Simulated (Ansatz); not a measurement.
# BBrCl radical: basis-set convergence

How large a basis does BBrCl radical need? Two functionals are run in growing sets.

Program: Ansatz 0.2.0, Gaussian basis. Level of theory: one geometry, several basis sets. These are calculated values, not measurements.

The runs, in order: PBE0-D4/def2-SVP; ωB97M-V/def2-SVP; PBE0-D4/def2-QZVPP; ωB97M-V/def2-QZVPP; the functionals' def2-TZVPP values are taken from earlier runs.

**1. The geometry**

The geometry comes from an earlier relaxation with PBE0-D4 in a triple-zeta def2 set; it is a stationary point.

3 atoms, charge 0, spin multiplicity 2.

Atoms are counted from 1 here; the program's logs count them from 0.

Bond lengths: Cl1–B2 1.715 Å, B2–Br3 1.883 Å. Angles: Cl1–B2–Br3 125.8°.

**2. PBE0-D4 in def2-SVP**

in.yaml reads:

```yaml
crystal:
  periodic: [false, false, false]
  atoms:
    - {symbol: Cl, position_ang: [-0.155366, 1.563297, 0.076609]}
    - {symbol: B, position_ang: [-0.479864, -0.085285, -0.269423]}
    - {symbol: Br, position_ang: [0.624329, -1.542812, 0.179614]}
basis:
  gaussian: {orbitals: def2-SVP}
magnetization: {spin_polarized: true, initial_magnetization: 1}
hamiltonian: {xc: pbe0, dispersion: d4}
output: {orbitals: {seedname: orbitals}}
```

Command:

```
> ansatz run in.yaml --threads 2 --pin off --events-out ev --progress --plain --max-ram 22528MiB --backend cpu
```

Further steps of the session: ωB97M-V in def2-SVP; PBE0-D4 in def2-QZVPP; ωB97M-V in def2-QZVPP.

Q: Predict the results of all the runs planned. Wanted: PBE0-D4: double and triple zeta above quadruple; ωB97M-V: double and triple zeta above quadruple.

The runs gave:

| quantity | value |
| --- | --- |
| PBE0-D4: double and triple zeta above quadruple | 15.29, 1.83 eV |
| ωB97M-V: double and triple zeta above quadruple | 15.14, 1.76 eV |

What this shows: PBE0-D4 gains 13.46 eV from double to triple zeta, then 1.83 eV more. These are total energies; as a rule much of such shifts cancels in differences, which this series doesn't test.
